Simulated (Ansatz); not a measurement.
# HSE06/def2-TZVPPD run of P2 (diphosphorus)

Aim: the electronic atomisation energy of P2 (diphosphorus) at HSE06/def2-TZVPPD, from 2 runs. 

The calculation is run with Ansatz 0.2.0.

16 further runs of the same task are left out: 16 set aside as unsound or not needed.

**1. The structure to begin with**

The species is P2 (2 atoms), meant as a singlet with charge 0. SMILES: `P#P`. Geometry: the measured bond length.

Bond lengths: P1–P2 1.893 Å.

**2. A single-point energy at HSE06/def2-TZVPPD**

The input, in.yaml:

```yaml
crystal:
  periodic: [false, false, false]
  atoms:
    - {symbol: P, position_ang: [0.000000, 0.000000, 0.000000]}
    - {symbol: P, position_ang: [0.000000, 0.000000, 1.893400]}
basis:
  gaussian:
    orbitals: def2-TZVPPD.json
total_charge: 0
hamiltonian:
  xc: {name: HSE06}
accuracy: high
output: {orbitals: {seedname: orbitals}}
```

The basis set def2-TZVPPD is read from a file made from the Basis Set Exchange's data (not shown).

Command:

```
$ ansatz run in.yaml --threads 1 --pin off --max-ram 3480MiB --events-out events.jsonl --progress --plain --runs-dir runs
```

What it wrote:

```text
Warning: RAYON_NUM_THREADS=1 ignored (pool sized by the plan → 1); use --threads N
Functional definition: HSE06
  name "HSE06"
  parameter a = 0.25
  parameter omega = 0.11/bohr
  exchange = pbe_x - a*pbe_x_sr(omega) + a*exact_x_sr(omega)
  correlation = pbe_c
1257 factors; integrals over basis functions are off by at most 3.3e-9 eV
94 factors; integrals over basis functions are off by at most 1.5e-9 eV
mean field evaluation 1: about -18569.0133 eV, gradient 1.9e1 eV
mean field evaluation 2: about -18569.0350 eV, gradient 2.0e1 eV
mean field evaluation 4: about -18570.0067 eV, gradient 4.5e-1 eV
mean field evaluation 8: about -18570.0090 eV, gradient 1.6e-3 eV
mean field evaluation 16: about -18570.0090 eV, gradient 4.2e-7 eV
mean field -18570.00904587 eV, -682.4352452314 hartree, gradient 1.3e-8 eV, S^2 0.000000; 0 other end points of the search recorded, 0 dependent functions left out
reference -18570.00904833 eV, -682.4352453220 hartree; 15, 15 occupied and 81, 81 virtual orbitals, 1257 factors
Total energy: -18570.00904833 eV, -682.4352453220 hartree
```

Run time: 2.9 s. Hardware: 1 thread of Intel Xeon Platinum 8488C (Sapphire Rapids), shared host; peak memory 0.21 GiB.

**3. The P atom, same level**

The input, in.yaml:

```yaml
basis:
  gaussian: {orbitals: def2-TZVPPD.json}
crystal:
  periodic: [false, false, false]
  atoms:
    - {symbol: P, position_ang: [0.000000, 0.000000, 0.000000]}
accuracy: high
hamiltonian: {xc: {name: HSE06}}
magnetization: {spin_polarized: true, initial_magnetization: 3}
```

The basis set def2-TZVPPD is read from a file made from the Basis Set Exchange's data (not shown).

Run the same way, it converges to -341.12825 Eh (log not shown).

**4. Summary of results**

Level: HSE06/def2-TZVPPD.

| quantity | value |
| --- | --- |
| molecule: total energy | -682.43525 Eh |
| molecule: HOMO energy | -7.70 eV |
| molecule: LUMO energy | -2.99 eV |
| molecule: HOMO–LUMO gap | 4.71 eV |
| P atom: total energy | -341.12825 Eh |
| P atom: ⟨S²⟩ | 3.750 |
| electronic atomisation energy | 4.864 eV |

In words: Taking the molecule apart into free atoms costs 4.86 eV (469 kJ/mol), before zero-point energy and without spin-orbit coupling.
